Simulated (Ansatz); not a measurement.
# AlAsH₆O₃: small, medium and large basis sets

The task here is to estimate one member of a computed series from the others.

Computed with Ansatz 0.2.0, Gaussian basis. Level: one geometry, several basis sets.

The runs, in order: PBE0-D4/def2-SVP; ωB97M-V/def2-SVP; PBE0-D4/def2-QZVPP; ωB97M-V/def2-QZVPP; the functionals' def2-TZVPP values are taken from earlier runs.

### Structure used throughout

All runs share one geometry, relaxed beforehand with PBE0-D4 in a triple-zeta def2 set.

SMILES `[OH][Al-]([OH])([OH])[AsH3+]`, 11 atoms, charge 0, spin multiplicity 1.

Atoms are counted from 1 here; the program's logs count them from 0.

Bond lengths: O1–Al2 1.709 Å, O1–H6 0.955 Å, Al2–O3 1.709 Å, Al2–O4 1.709 Å, Al2–As5 2.663 Å, O3–H7 0.955 Å, O4–H8 0.955 Å, As5–H9 1.508 Å, As5–H10 1.508 Å, As5–H11 1.508 Å. Angles: Al2–O1–H6 120.8°, O1–Al2–O3 118.5°, O1–Al2–O4 118.5°, O1–Al2–As5 97.2°, O3–Al2–O4 118.4°, O3–Al2–As5 97.1°, O4–Al2–As5 97.3°, Al2–O3–H7 120.8°, Al2–O4–H8 120.8°, Al2–As5–H9 120.2°, Al2–As5–H10 120.0°, Al2–As5–H11 120.4°, H9–As5–H10 96.9°, H9–As5–H11 96.9°, H10–As5–H11 96.9°.

The first run:

in.yaml reads:

```yaml
crystal:
  periodic: [false, false, false]
  atoms:
    - {symbol: O, position_ang: [-1.982979, -0.183111, 0.564297]}
    - {symbol: Al, position_ang: [-0.331157, -0.599093, 0.704685]}
    - {symbol: O, position_ang: [0.570063, 0.068989, 1.994242]}
    - {symbol: O, position_ang: [0.199008, -2.071689, 0.018148]}
    - {symbol: As, position_ang: [0.583944, 1.012714, -1.206760]}
    - {symbol: H, position_ang: [-2.407191, 0.365321, 1.221719]}
    - {symbol: H, position_ang: [1.319929, -0.396426, 2.360282]}
    - {symbol: H, position_ang: [-0.421780, -2.674814, -0.386513]}
    - {symbol: H, position_ang: [2.052435, 1.024385, -1.550802]}
    - {symbol: H, position_ang: [0.415400, 2.506176, -1.080022]}
    - {symbol: H, position_ang: [0.067627, 0.890550, -2.618676]}
basis:
  gaussian: {orbitals: def2-SVP}
hamiltonian: {xc: pbe0, dispersion: d4}
output: {orbitals: {seedname: orbitals}}
```

On the command line:

```bash
ansatz run in.yaml --threads 8 --pin off --events-out ev --progress --plain --max-ram 20889MiB
```

Steps of the session up to this table: PBE0-D4 in def2-SVP; ωB97M-V in def2-SVP; PBE0-D4 in def2-QZVPP; ωB97M-V in def2-QZVPP.

One table of the session follows, with a row left open; its other results are not shown here.

It belongs to the step «Density functionals: the series». 

| functional | basis | HOMO (eV) | LUMO (eV) |
| --- | --- | --- | --- |
| PBE0-D4 | def2-SVP | ? | ? |
| PBE0-D4 | def2-TZVPP | -7.98 | 0.05 |
| PBE0-D4 | def2-QZVPP | -8.05 | -0.30 |
| ωB97M-V | def2-SVP | -10.01 | 2.18 |
| ωB97M-V | def2-TZVPP | -10.26 | 1.60 |
| ωB97M-V | def2-QZVPP | -10.34 | 1.00 |

Q: Estimate the row for PBE0-D4, def2-SVP from the others.

The run gave: HOMO (eV): -7.73; LUMO (eV): 0.24. In the column «HOMO (eV)» it is the highest.
